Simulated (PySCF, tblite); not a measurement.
# C₆H₉GaO₂: geometry, infrared bands and NMR shifts

Aim: predict the infrared bands and NMR shifts of C₆H₉GaO₂ (`C#[C][GaH][O]C/C=C/OC`).

Programs: tblite 0.8.0 and PySCF 2.14.0, with density-fitted response routines of our own. Each step states its level of theory. These are calculated values for one molecule in the gas phase, unless marked as measured. Atoms are numbered from 0 throughout.

**1. Starting geometry**

18 atoms, charge 0, multiplicity 1; geometry from: force field or distance geometry start.

Bonds of the start (Å): C0–C1 1.23, C1–Ga2 2.15, Ga2–O3 2.04, O3–C4 1.36, C4–C5 1.48, C5–C6 1.32, C6–O7 1.37, O7–C8 1.41, C0–H9 1.06, Ga2–H10 1.60, C4–H11 1.13, C4–H12 1.10, C5–H13 1.08, C6–H14 1.10, C8–H15 1.14, C8–H16 1.09, C8–H17 1.11.

**2. Optimising the geometry with GFN2-xTB**

What the job is given:

```
{"job": {"kind": "relax", "xc": "GFN2-xTB", "basis": "xTB"}, "charge": 0, "multiplicity": 1}
C      5.358900    -1.435200     0.889100
C      4.498500    -0.803900     0.277300
Ga     3.012900     0.310500    -0.815200
O      1.374300    -0.324800     0.216200
C      0.385300     0.066900    -0.637800
C     -0.993900    -0.246400    -0.206100
C     -1.841000     0.754000    -0.032500
O     -3.136300     0.587900     0.382500
C     -3.745400    -0.622500     0.768500
H      6.090000    -1.997100     1.417700
H      2.563300     0.054700    -2.333700
H      0.507700     1.167900    -0.852300
H      0.526200    -0.444500    -1.605800
H     -1.302000    -1.266300    -0.025500
H     -1.511900     1.792300    -0.213300
H     -4.832200    -0.456200     1.062900
H     -3.734200    -1.410300     0.010700
H     -3.228900    -0.985400     1.685700
```

Launch:

```sh
$ OMP_NUM_THREADS=1 python probes_run.py task.json out
```

One launch serves the whole session: the jobs run in the order shown.

**Question.** This job is followed by: GFN2-xTB harmonic vibrations, gas phase; GIAO PBE0/pcSseg-1 NMR shielding, non-relativistic, gas phase. What will the session give for the following? strongest single infrared mode (GFN2-xTB); zero-point energy (GFN2-xTB); 13C shifts against TMS (PBE0/pcSseg-1); 1H shifts against TMS (PBE0/pcSseg-1, means over atoms taken as alike); 17O shifts against H2O (PBE0/pcSseg-1); shieldings of Ga (PBE0/pcSseg-1); surface potential, 1st and 99th percentile.

**Answer**, as computed:

| quantity | value |
| --- | --- |
| strongest single infrared mode (GFN2-xTB) | 1796 cm⁻¹, 319 km/mol |
| zero-point energy (GFN2-xTB) | 80.2 kcal/mol |
| 13C shifts against TMS (PBE0/pcSseg-1) | 158.5, 108.8, 102.1, 98.5, 72.6, 56.1 ppm |
| 1H shifts against TMS (PBE0/pcSseg-1, means over atoms taken as alike) | 6.79, 5.02, 4.86, 4.78, 3.87, 1.83 ppm |
| 17O shifts against H2O (PBE0/pcSseg-1) | 155.8, 112.8 ppm |
| shieldings of Ga (PBE0/pcSseg-1) | Ga2 1443.7 ppm |
| surface potential, 1st and 99th percentile | -1.24 V and 2.24 V |

In words: Over 159 steps the energy fell by 1.885 eV; of the close pairs, Ga2–O3 changed most, 2.038 to 1.725 Å. All 48 modes are real, so the xTB geometry is a minimum. The strongest single mode, at 1796 cm⁻¹, moves mainly H10. GFN2-xTB is a fitted tight-binding method: band positions and strengths are rough. Its intensities can rank the bands wrongly. The most deshielded carbon is C6 (alkene carbon bearing oxygen), at 158.5 ppm: an sp2 carbon further deshielded by the attached heteroatom. H14 (hydrogen on an alkene carbon bearing oxygen) lies farthest downfield among hydrogen, at 6.79 ppm; attached to an sp2 carbon and in the plane of the double bond. At PBE0/pcSseg-1: The widest tensor belongs to C1: span 300 ppm, with a paramagnetic part of -177 ppm. At PBE0/pcSseg-1, counted by nearest atom on the grid, the HOMO lies on C5 34 %; O7 24 %, the LUMO on Ga2 44 %; C0, C1 about 13 % each. Spin-orbit coupling is left out, which matters for shieldings and couplings at and beside the heavy atoms.
